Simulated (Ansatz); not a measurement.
# Mn3P2: the cost of one run

Method: DFT PBE, scalar-relativistic, plane waves, PAW, in Ansatz 0.2.0.

1 further run of the same task is left out (it didn't finish).

### 1 The system as given

The structure is trigonal, space group P-3m1 (No. 164). The conventional cell has a = 4.085 Å, b = 4.085 Å, c = 6.459 Å, α = 90.00°, β = 90.00°, γ = 120.00°. Around Mn (site symmetry 3m) lie 4 P at 2.51 to 2.55 Å. Around Mn (site symmetry -3m) lie 6 P at 2.80 Å. Around P (site symmetry 3m) lie 7 Mn at 2.51 to 2.80 Å.

Structure file:

```
CELL_PARAMETERS angstrom
4.08540 0.00000 0.00000
-2.04270 3.53806 0.00000
0.00000 0.00000 6.45889
ATOMIC_POSITIONS crystal
Mn 0.33333 0.66667 0.63000
Mn 0.66667 0.33333 0.37000
Mn 0.00000 0.00000 0.00000
P 0.33333 0.66667 0.23500
P 0.66667 0.33333 0.76500
```

The cell is invented: species swapped into a database cell of Mg3Sb2 (P-3m1, No. 164), with Mn on the Mg sites and P on the Sb sites. Lengths come from tabulated atomic sizes and are only a guess.

### 2 Probe: one point on a coarse mesh

input.yaml

```yaml
crystal:
  lattice:
    - [4.08539776, 0.0, 0.0]
    - [-2.04269888, 3.53805825, 0.0]
    - [0.0, 0.0, 6.45888625]
  atoms:
    - { symbol: Mn, position: [0.33333333, 0.66666667, 0.63], spin: -4.0 }
    - { symbol: Mn, position: [0.66666667, 0.33333333, 0.37], spin: -4.0 }
    - { symbol: Mn, position: [0.0, 0.0, 0.0], spin: 4.0 }
    - { symbol: P, position: [0.33333333, 0.66666667, 0.235] }
    - { symbol: P, position: [0.66666667, 0.33333333, 0.765] }
basis:
  ecutwfc: 420
kpoints:
  mp_grid: { grid: [6, 6, 4] }
hamiltonian:
  xc: pbe
scf:
  occupations: { method: gaussian, width: 0.1 }
  lower_state_search: "off"
output:
  forces: true
  stress: true
  eigenvalues: true
  populations: true
magnetization:
  spin_polarized: true
```

Run with:

```bash
$ ansatz run input.yaml --threads 1 --pin off --max-ram 2560MiB --backend cpu --events-out ev --progress --plain --runs-dir out
```

Q: Estimate wall time and peak memory on 1 thread of Arm Neoverse N1, shared host.

About 30 s, with a peak of 0.44 GiB.
